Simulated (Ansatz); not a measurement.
# CsC: the cost of one run

Computed with Ansatz 0.2.0 (DFT PBE, scalar-relativistic, plane waves, PAW, unless a step's input says otherwise).

### Step 1. The structure to begin with

It takes space group P6_3/mmc (No. 194, hexagonal). The conventional cell has a = 4.810 Å, b = 4.810 Å, c = 14.989 Å, α = 90.00°, β = 90.00°, γ = 120.00°. Around Cs (site symmetry -6m2) lie 6 C at 3.35 Å. Cs (site symmetry -3m) is surrounded by 6 C at 3.35 Å. C (site symmetry 3m) is surrounded by 6 Cs at 3.35 Å.

Structure file:

```cif
data_structure
_symmetry_space_group_name_H-M 'P6_3/mmc'
_symmetry_Int_Tables_number 194
_cell_length_a 4.8100
_cell_length_b 4.8100
_cell_length_c 14.9890
_cell_angle_alpha 90.000
_cell_angle_beta 90.000
_cell_angle_gamma 120.000
_cell_volume 300.33
loop_
_atom_site_label
_atom_site_type_symbol
_atom_site_symmetry_multiplicity
_atom_site_Wyckoff_symbol
_atom_site_fract_x
_atom_site_fract_y
_atom_site_fract_z
_atom_site_occupancy
Cs1 Cs 2 c 0.66667 0.33333 0.75000 1
Cs2 Cs 2 a 0.00000 0.00000 0.00000 1
C1 C 4 f 0.33333 0.66667 0.87500 1
```

The cell is invented: close-packed metal layers stacked ABCB|A, with sites between them filled layer by layer (P6_3/mmc, No. 194). Lengths come from tabulated atomic sizes and are only a guess.

### Step 2. Probe: one point on a coarse mesh

Input file input.yaml:

```yaml
crystal:
  lattice:
    - [4.81, 0.0, 0.0]
    - [-2.405, 4.16558219, 0.0]
    - [0.0, 0.0, 14.98899152]
  atoms:
    - { symbol: Cs, position: [0.66666667, 0.33333333, 0.75] }
    - { symbol: Cs, position: [0.0, 0.0, 0.0] }
    - { symbol: Cs, position: [0.33333333, 0.66666667, 0.25] }
    - { symbol: Cs, position: [0.0, 0.0, 0.5] }
    - { symbol: C, position: [0.33333333, 0.66666667, 0.875] }
    - { symbol: C, position: [0.66666667, 0.33333333, 0.125] }
    - { symbol: C, position: [0.66666667, 0.33333333, 0.375] }
    - { symbol: C, position: [0.33333333, 0.66666667, 0.625] }
basis:
  ecutwfc: 420
kpoints:
  mp_grid: { grid: [6, 6, 1] }
hamiltonian:
  xc: pbe
scf:
  occupations: { method: gaussian, width: 0.1 }
  lower_state_search: "off"
output:
  forces: true
  stress: true
  eigenvalues: true
```

Launch:

```bash
$ ansatz run input.yaml --threads 1 --pin off --max-ram 2048MiB --backend cpu --events-out ev --progress --plain --runs-dir out
```

**Question.** How long does this run take on 1 thread of AMD EPYC 7R43 (Zen 3), shared host, and how much memory does it need?

About 7.3 s, with a peak of 0.62 GiB.
